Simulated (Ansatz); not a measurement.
# ZrTi5C6: the cost of one run

Computed with Ansatz 0.2.0 (DFT PBE, scalar-relativistic, plane waves, PAW, unless a step's input says otherwise).

### Step 1. Starting point

Symmetry: P4/mmm, No. 123, tetragonal system. Conventional cell: a = 3.124 Å, b = 3.124 Å, c = 13.180 Å, α = 90.00°, β = 90.00°, γ = 90.00°. Zr (site symmetry 4/mmm) is surrounded by 6 C at 2.21 to 2.31 Å. Around Ti (site symmetry 4mm) lie 6 C at 2.13 to 2.21 Å. Ti (site symmetry 4mm) is surrounded by 6 C at 2.13 to 2.30 Å. Ti (site symmetry 4/mmm) is surrounded by 6 C at 2.15 to 2.21 Å. C (site symmetry 4mm) is surrounded by 5 Ti at 2.13 to 2.21 Å and 1 Zr at 2.31 Å. Around C (site symmetry 4/mmm) lie 4 Zr at 2.21 Å and 2 Ti at 2.30 Å. C (site symmetry 4mm) has 6 Ti at 2.13 to 2.21 Å in its first shell of neighbours. C (site symmetry 4/mmm) has 6 Ti at 2.14 to 2.21 Å in its first shell of neighbours.

As a file:

```xyz
12
Lattice="3.1239 0.0000 0.0000 0.0000 3.1239 0.0000 0.0000 0.0000 13.1799" Properties=species:S:1:pos:R:3 pbc="T T T"
Zr    0.0000    0.0000    0.0000
Ti    0.0000    0.0000    8.7335
Ti    1.5620    1.5620   10.8754
Ti    1.5620    1.5620    2.3045
Ti    0.0000    0.0000    4.4464
Ti    1.5620    1.5620    6.5899
C     0.0000    0.0000   10.8678
C     1.5620    1.5620    0.0000
C     0.0000    0.0000    2.3121
C     1.5620    1.5620    4.4375
C     0.0000    0.0000    6.5899
C     1.5620    1.5620    8.7424
```

The start is the relaxed end of an invented cell (made as: elements ordered on the sites of the TiC type, Ti/Zr on Ti (P4/mmm, No. 123)), taken up again for a closer look.

### Step 2. Probe: one point on a coarse mesh

input.yaml reads:

```yaml
crystal:
  lattice:
    - [3.1239201, 0.0, 0.0]
    - [0.0, 3.1239201, 0.0]
    - [0.0, 0.0, 13.1798732]
  atoms:
    - { symbol: Zr, position: [0.0, 0.0, 0.0] }
    - { symbol: Ti, position: [0.0, 0.0, 0.66264] }
    - { symbol: Ti, position: [0.5, 0.5, 0.825153] }
    - { symbol: Ti, position: [0.5, 0.5, 0.174847] }
    - { symbol: Ti, position: [0.0, 0.0, 0.33736] }
    - { symbol: Ti, position: [0.5, 0.5, 0.5] }
    - { symbol: C, position: [0.0, 0.0, 0.824573] }
    - { symbol: C, position: [0.5, 0.5, 0.0] }
    - { symbol: C, position: [0.0, 0.0, 0.175427] }
    - { symbol: C, position: [0.5, 0.5, 0.336685] }
    - { symbol: C, position: [0.0, 0.0, 0.5] }
    - { symbol: C, position: [0.5, 0.5, 0.663315] }
basis:
  ecutwfc: 420
kpoints:
  mp_grid: { grid: [6, 6, 2] }
hamiltonian:
  xc: pbe
scf:
  occupations: { method: gaussian, width: 0.1 }
  lower_state_search: "off"
output:
  forces: true
  stress: true
  eigenvalues: true
```

Started as:

```bash
ansatz run input.yaml --threads 4 --pin off --max-ram 8192MiB --backend cpu --events-out ev --progress --plain --runs-dir out
```

Q: Estimate wall time and peak memory on 4 threads of Arm Neoverse V2, shared host.

About 2.4 s, with a peak of 0.57 GiB.
